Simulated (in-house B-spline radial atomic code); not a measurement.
# Ho³⁺: ionisation energy by several methods

One table from this session's results is given with a row withheld; the runs are named, their logs left out.

Method: scalar-relativistic (X2C), several functionals, spin-polarised; spherical all-electron atom at the radial basis limit. Code: in-house B-spline radial atomic code version 1.

**What is computed**

- element: holmium (Z = 67)
- charge: +3
- electrons: 64
- configuration: [Xe] 4f10
- nucleus: Fermi, rms radius 5.202 fm

The outer shells:

[Xe] 4f10
```
[Xe] core
4f [↑↓][↑↓][↑↓][↑ ][↑ ][↑ ][↑ ]
```

Where spins are not typed, each open shell is filled with up spins first.

Set-up of the first run:

Settings, as recorded:

```ini
Z = 67
electrons = 64.0
configuration = [Xe] 4f10
hamiltonian = x2c
method = lda,
spin_polarised = True
nucleus = fermi
rms_radius = 5.2022
mass_number = 165
atomic_mass = 164.930329116
speed_of_light = 137.035999084
```

Among the steps run: exchange-only LDA; OLYP; TPSS; BLYP; AM05; r2SCAN.

One of the session's tables, all rows but one given; the rest of the session is left out.

```
           method  ΔSCF (eV)
exchange-only LDA          ?
             OLYP     43.328
             BLYP     42.844
             AM05     43.150
             TPSS     42.648
           r2SCAN     42.105
```

**Question.** Estimate the row for exchange-only LDA.

The run gave: ΔSCF (eV): 41.396. In the column «ΔSCF (eV)» it is the lowest.
